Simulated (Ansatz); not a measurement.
The same calculation of InHO2, space group Pnnm as a Python script and as an input file (Ansatz 0.2.0 through its Python package).

Script `inho2_scf.py`:
```python
"""SCF run for InHO2."""

from collections import Counter

import ansatz as az
from ase import Atoms
import numpy as np
from pymatgen.core import Structure

atoms = Atoms(
    ["In", "In", "H", "H", "O", "O", "O", "O"],
    scaled_positions=[
        (0.5, 0.5, 0.5),
        (0.0, 0.0, 0.0),
        (0.5, 0.0, 0.5),
        (0.0, 0.5, 0.0),
        (0.279656, 0.869369, 0.5),
        (0.720344, 0.130631, 0.5),
        (0.220344, 0.369369, 0.0),
        (0.779656, 0.630631, 0.0),
    ],
    cell=[
        (4.523933, 0.0, 0.0),
        (0.0, 5.280579, 0.0),
        (0.0, 0.0, 3.288505),
    ],
    pbc=True,
)
crystal = az.Crystal.from_ase(atoms)

# the calculation
calculation = crystal.calculation()
calculation = calculation.functional("r2scan", dispersion="d3bjatm").pseudopotentials("paw")
calculation = calculation.kpoints(4, 4, 6).occupations("fixed")
calculation = calculation.density_of_states(energy_step=0.1, method="smearing", broadening_width=0.1)
outcome = calculation.run()
report = outcome.report

for key in ("converged", "n_iterations", "n_electrons", "n_kpoints", "n_pw", "n_symmetry_ops", "free_energy_ev", "fermi_energy_ev"):
    print(f"{key:18s} {report[key]}")

dos = outcome.density_of_states()
energy = np.asarray(dos.energies_ev) - dos.fermi_ev
states, count = np.asarray(dos.spin_summed_g_bin_mean_per_ev), np.asarray(dos.spin_summed_integrated)
g_fermi = float(np.interp(0.0, energy, states))
print(f"g(E_F) = {g_fermi:.3f} states/eV per cell")
for low, high in ((-10, -6), (-6, -3), (-3, 0), (0, 3)):
    print(f"states between {low} and {high} eV: {np.interp(high, energy, count) - np.interp(low, energy, count):.3f}")

final = Structure(outcome.lattice.cell_ang, [s.symbol for s in outcome.lattice.sites], [s.position_frac for s in outcome.lattice.sites])
# shortest distances, periodic images included
shortest = {}
for site, neighbours in zip(final, final.get_all_neighbors(5.0)):
    for other in neighbours:
        pair = "-".join(sorted((site.specie.symbol, other.specie.symbol)))
        shortest[pair] = min(shortest.get(pair, 9e9), other.nn_distance)
for pair, distance in sorted(shortest.items(), key=lambda item: item[1]):
    print(f"shortest {pair:6s} {distance:.4f} A")
```

```console
$ python inho2_scf.py
DeckWarning: basis.ecutwfc = 500 eV, auto-derived from the records' recommended cutoffs: set by In (their level for a meta-GGA)
converged          True
n_iterations       6
n_electrons        52.0
n_kpoints          36
n_pw               1981
n_symmetry_ops     8
free_energy_ev     -13532.472414110753
fermi_energy_ev    7.187222740754726
g(E_F) = 2.885 states/eV per cell
states between -10 and -6 eV: 0.077
states between -6 and -3 eV: 8.504
states between -3 and 0 eV: 15.279
states between 0 and 3 eV: 0.161
shortest H-O    1.2122 A
shortest In-O   2.1863 A
shortest O-O    2.4244 A
shortest H-In   2.6403 A
shortest In-In  3.2885 A
shortest H-H    3.2885 A
```
(Warnings from the package without file and line.)

`input.yaml`:
```yaml
crystal:
  lattice:
    - [4.523933, 0.0, 0.0]
    - [0.0, 5.280579, 0.0]
    - [0.0, 0.0, 3.288505]
  atoms:
    - { symbol: In, position: [0.5, 0.5, 0.5] }
    - { symbol: In, position: [0.0, 0.0, 0.0] }
    - { symbol: H, position: [0.5, 0.0, 0.5] }
    - { symbol: H, position: [0.0, 0.5, 0.0] }
    - { symbol: O, position: [0.279656, 0.869369, 0.5] }
    - { symbol: O, position: [0.720344, 0.130631, 0.5] }
    - { symbol: O, position: [0.220344, 0.369369, 0.0] }
    - { symbol: O, position: [0.779656, 0.630631, 0.0] }
kpoints:
  mp_grid: { grid: [4, 4, 6] }
hamiltonian:
  xc: r2scan
  dispersion: d3bjatm
  pseudopotentials: { kind: paw }
scf:
  occupations: { method: fixed }
output:
  dos: { de: 0.1, method: { smearing: { sigma: 0.1 } } }
```

Launched from the shell:
```console
$ ansatz run input.yaml --threads 1 --pin off --max-ram 3072MiB --backend cpu --events-out ev --progress --plain --runs-dir out
Engine: ansatz 0.2.0, aarch64-unknown-linux-gnu
Pseudopotentials: kind: paw
Pseudopotential: In, paw, valence charge 13, recommended cutoff 500 eV (meta_gga), In.paw.azcp
Pseudopotential: H, paw, valence charge 1, recommended cutoff 500 eV (meta_gga), H.paw.azcp
Pseudopotential: O, paw, valence charge 6, recommended cutoff 500 eV (meta_gga), O.paw.azcp
Functional definition: r2SCAN
  parameter k0 = 0.174
  parameter k1 = 0.065
  parameter a1 = 4.9479
  exchange = r2scan_x(k0 = k0, k1 = k1, a1 = a1)
  correlation = r2scan_c
Crystal: 8 atoms, lattice volume = 78.559 Å³
Basis set: ecut = 500 eV, 1981 PW (Γ), exchange–correlation on 144×160×96 points (64 copies of the dense FFT grid, shifted against one another)
Bands: 34, of which v1, the nominal top of the filled ones, is band 26 counted from 1 (25 counted from 0)
Symmetry: 8 space group operations
Space group: Pnnm (ITA 58), of the structure as read, at distance tolerance 4.3e-5 Å
k-points: 36 of 96
Non-local potential: In, projectors of the file, l = 0: 2, l = 1: 2, l = 2: 2, l = 3: 2
Non-local potential: H, projectors of the file, l = 0: 2, l = 1: 1
Non-local potential: O, projectors of the file, l = 0: 2, l = 1: 2, l = 2: 1
PAW form: soft (Blöchl's): semilocal exchange-correlation on the pseudo side does not see the compensation charge
PAW frozen core: In, regenerated for the run's functional (the file was generated under x = pbe(κ = 0.804, μ = 0.2195149727645171), c = pbe(β = 0.06672455060314922))
PAW frozen core: O, regenerated for the run's functional (the file was generated under x = pbe(κ = 0.804, μ = 0.2195149727645171), c = pbe(β = 0.06672455060314922))
PAW one-centre angular grid: In, 590 points (default); XC on 289 of its mesh's 2783 points in the sphere
PAW one-centre angular grid: H, 302 points (default); XC on 160 Gauss nodes
PAW one-centre angular grid: O, 302 points (default); XC on 160 Gauss nodes
Initial density: superposition of atomic densities (neutral atoms: chi_scale 0, normalization atom), corrected by the library's trained network
Initial wavefunctions: pseudopotential atomic-orbital guess
Functional: x = r2scan, c = r2scan; τ floored in thin density (d = 2e-4 eV/Å³)
SCF iter   1: F=—  HF=-13532.370467 eV  |F-HF|=—  |Δ(HF+E_count)|=         —  Δρ=1.10e-2  dr2=6.04e-2  dr2_τ=2.68e-1  ethr=1.77e-3  ⟨swp⟩=5.0  Hψ=4274  notcnv=0  defer=216
preconditioner: auto → Resta (q_TF=auto, 2.547 Å⁻¹)  ε∞=3.6  [insulator: Δε(μ)=2.689 eV  Ē_g=18.649 eV  n_scr=20 (ndim 8)  ℏωp=30.2 eV  f_vac=0.019  ε∞_Penn≈3.6]
SCF iter   2: F=—  HF=-13532.473029 eV  |F-HF|=—  |Δ(HF+E_count)|=   1.03e-1  Δρ=5.87e-3  dr2=1.40e-2  dr2_τ=1.13e-3  ethr=1.16e-4  ⟨swp⟩=2.3  Hψ=2533  notcnv=0  defer=216
SCF iter   3: F=—  HF=-13532.472313 eV  |F-HF|=—  |Δ(HF+E_count)|=   7.16e-4  Δρ=9.33e-4  dr2=4.95e-4  dr2_τ=7.90e-5  ethr=2.68e-5  ⟨swp⟩=3.0  Hψ=1948  notcnv=0  defer=216
SCF iter   4: F=—  HF=-13532.472409 eV  |F-HF|=—  |Δ(HF+E_count)|=   9.57e-5  Δρ=2.65e-4  dr2=2.81e-5  dr2_τ=5.75e-6  ethr=9.51e-7  ⟨swp⟩=2.0  Hψ=1675  notcnv=0  defer=216
SCF iter   5: F=—  HF=-13532.472414 eV  |F-HF|=—  |Δ(HF+E_count)|=   5.00e-6  Δρ=7.52e-5  dr2=4.22e-6  dr2_τ=4.14e-7  ethr=5.40e-8  ⟨swp⟩=2.2  Hψ=1840  notcnv=0  defer=134
SCF iter   6: F=-13532.472414 eV  HF=-13532.472414 eV  |F-HF|=5.18e-8  |Δ(HF+E_count)|=   5.01e-7  Δρ=1.15e-5  dr2=9.16e-8  dr2_τ=8.02e-9  ethr=1.92e-10  ⟨swp⟩=8.0  Hψ=6451  notcnv=0
SCF 1 converged in 6 iterations: F = -13532.472414 eV  dr2 = 9.16e-8
  greatest PAW one-centre occupation: 0.991 electrons in one spin orbital (limit 2), on the In atom at site 1 (counted from 0), in its partial waves of l = 2
SCF converged after 6 iterations
Free energy (F): -13532.472414 eV
Harris-Foulkes:  -13532.472414 eV  (|F-HF|=5.18e-8)
Internal energy: -13532.472414 eV  (E = F + TS)
E sigma→0 (E₀):  -13532.472414 eV
Fermi energy:    7.187223 eV
--- Per-component energies (eV) ---
  E_band       = -73.234390
  E_kinetic    = 1224.610509
  E_local      = -3379.476396  (includes V_loc(G=0)·N_el)
  E_nonlocal   = 938.246852
  E_hartree    = 1277.230499
  E_xc         = -709.745162
  E_vxc        = -656.898129  (∫ρ·V_xc dr)
  E_paw        = -9024.891259  (= ΣΔE_a)
  E_vpaw       = -796.974323  (= ΣTr[D̂ρ^β])
  E_aug_tail   = 0.003535  (compensation charges beyond the density's cutoff)
  E_vtau       = 42.784499  (kinetic-family band-sum trace: ∫τ·v_τ [+ j·A + Jᵃ·Aᵃ] dr)
  E_ewald      = -3859.709707
  E_disp       = -0.544612  (pairwise vdW)
  E_core_change = 1.803328  (= ΣΔE_core)
  E_smearing   = -0.000000  (= −TS)
  E_closure    = -0.000000  (closes the sum)
  Σ components = -13532.472414   (vs F -13532.472414, Δ=0.00e0)
--- Band table (eV; the first three rows and the last of 36) ---
  k-point 0: bands = ["-12.1241", "-11.4582", "-9.9324", "-9.8658", "-5.5211", "-5.3190", "-5.2424", "-5.2316", "-5.2144", "-5.0544", "-4.9571", "-4.9495", "-4.9053", "-4.3525", "1.1469", "2.0528", "2.8767", "3.5113", "4.7223", "4.8689", "6.0658", "6.8339", "6.9485", "6.9825", "7.1148", "7.1872", "9.8379", "14.7316", "15.1950", "16.3541", "19.2688", "19.8224", "19.9057", "20.4152"]
  k-point 1: bands = ["-11.9993", "-11.4128", "-10.0152", "-9.9621", "-5.4241", "-5.2490", "-5.1924", "-5.0856", "-5.0675", "-5.0448", "-4.9660", "-4.9327", "-4.9087", "-4.4427", "1.2430", "1.9826", "2.6712", "3.7944", "4.7065", "4.8987", "5.1074", "6.4279", "6.6319", "6.7847", "6.8247", "7.1145", "10.9685", "15.1305", "15.9896", "17.0301", "18.7056", "19.0411", "20.0628", "20.3223"]
  k-point 2: bands = ["-11.7044", "-11.3533", "-10.1674", "-10.1410", "-5.2313", "-5.1501", "-5.0888", "-5.0814", "-5.0653", "-4.9935", "-4.9801", "-4.6538", "-4.6082", "-4.5830", "1.5237", "1.8189", "2.3210", "3.6943", "4.4698", "4.7068", "4.9003", "5.4026", "6.1603", "6.1733", "6.6392", "7.0420", "12.8702", "15.3552", "17.4503", "17.7366", "18.1349", "18.1851", "19.3026", "19.5904"]
  k-point 35: bands = ["-11.4204", "-11.4204", "-10.1882", "-10.1882", "-5.1511", "-5.1511", "-5.0278", "-5.0278", "-4.9996", "-4.9996", "-4.8292", "-4.8292", "-4.6740", "-4.6740", "2.0165", "2.0165", "2.0836", "2.0836", "4.4643", "4.4643", "5.8409", "5.8409", "6.0883", "6.0883", "6.7218", "6.7218", "14.0186", "14.0186", "16.7171", "16.7171", "18.5961", "18.5961", "18.7797", "18.7797"]
```

Absolute energies stand on the zero of these potentials, so only differences at equal settings mean something. A total without «per atom» is that of the cell as typed. Semilocal gaps usually lie well under measured ones. The Fermi level of a run with fixed occupations marks the highest occupied state on its mesh, not mid-gap. The zero of the levels is a convention of the potentials, so an absolute Fermi energy is no work function. The crystal has a gap of about 2.65 eV on the mesh; any density of states at or just above the Fermi level is the tail of the broadening. The structure comes from a database of computed cells and needn't be a stable or known phase. The density of states is complete only as far up as bands were computed. Timing: 12 s on 1 thread of Arm Neoverse V2, on a shared host, peak memory 0.56 GiB.

(Lines on the test bed's own set-up are left out of the output.)
